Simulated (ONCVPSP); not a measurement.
# An ONCV potential for sulfur, from input to tests

Task: generate the file, and judge it by its errors in other configurations, its logarithmic derivatives, its ghosts and its cutoff.

Program: ONCVPSP 4.0.1. Reference atom: LDA (Perdew-Zunger), non-relativistic, spherical and spin-unpolarised. All values are calculated.

## (1) Settings

The settings as typed:

| Quantity | Value |
| --- | --- |
| element | sulfur (S, Z = 16) |
| type | optimised norm-conserving Vanderbilt (ONCV) |
| frozen core | [Ne] |
| valence charge | 6 |
| reference configuration | 3s2 3p4 |
| partial waves | 3s: rc 1.15 bohr, ncon 4, nbas 8, qcut 6.1 1/bohr, 1 projector; 3p: rc 1.15 bohr, ncon 5, nbas 9, qcut 7.8 1/bohr, local |
| local potential | the p channel |
| core correction | polynomial model core, fcfact 0.55 |

## (2) The generation run

The input, S.dat:

```
# ATOM AND REFERENCE CONFIGURATION
# atsym  z   nc   nv     iexc    psfile
  S 16.00    3    2        3      upf
#
#   n    l    f
    1    0    2.00
    2    0    2.00
    2    1    6.00
    3    0    2.00
    3    1    4.00
#
# PSEUDOPOTENTIAL AND OPTIMIZATION
# lmax
    1
#
#   l,   rc,      ep,       ncon, nbas, qcut
    0    1.15    0.00    4    8    6.10
    1    1.15    0.00    5    9    7.80
#
# LOCAL POTENTIAL
# lloc, lpopt,  rc(5),   dvloc0
    1    5    1.15    0.00
#
# VANDERBILT-KLEINMAN-BYLANDER PROJECTORs
# l, nproj, debl
    0    1    2.80
    1    0    3.10
#
# MODEL CORE CHARGE
# icmod, fcfact, rcfact
    1    0.55    0.00
#
# LOG DERIVATIVE ANALYSIS
# epsh1, epsh2, depsh
   -2.00    5.00    0.02
#
# OUTPUT GRID
# rlmax, drl
    6.00    0.01
#
# TEST CONFIGURATIONS
# ncnf
    4
# nvcnf
#   n    l    f
    2
    3    0    2.00
    3    1    3.00
#
    2
    3    0    2.00
    3    1    2.00
#
    2
    3    0    2.00
    3    1    1.00
#
    2
    3    0    2.00
    3    1    0.00
#
```

Run with:

```
$ oncvpspnr.x < S.dat > S.out
```

Q: Predict the outcome of this session. Wanted: cutoffs for 1 and 0.1 mHa per electron, occupied waves; bound ghosts; GHOST(+) flags; largest test error; largest phase difference near zero energy, channels read; rms error of d²Exc/dn², without and with the model core.

The runs gave:

```
                                                quantity                  value
  cutoffs for 1 and 0.1 mHa per electron, occupied waves      145 Ha and 193 Ha
                                            bound ghosts             none found
                                          GHOST(+) flags     none at low energy
                            largest test error (AE − PS)  +157 meV, for 3s2 3p0
largest phase difference near zero energy, channels read              0.017 rad
 rms error of d²Exc/dn², without and with the model core      2.98 and 0.33 mHa
```

What this shows: The worst unpolarised test, 3s2 3p0, is off by 157 meV on 115.4 eV; by total energies transferability rates as fair for so large an energy. That test lies far up in energy; among those under 40 eV, nearer to bonding, the largest error is 27 meV. By its cutoff, 145 Ha for the looser tolerance, it is very hard. At the looser tolerance the 3p wave is the slowest; 3s needs 37 Ha. No bound ghost shows below the valence levels. Near zero energy the phases of the channels with partial waves agree within 0.017 rad.
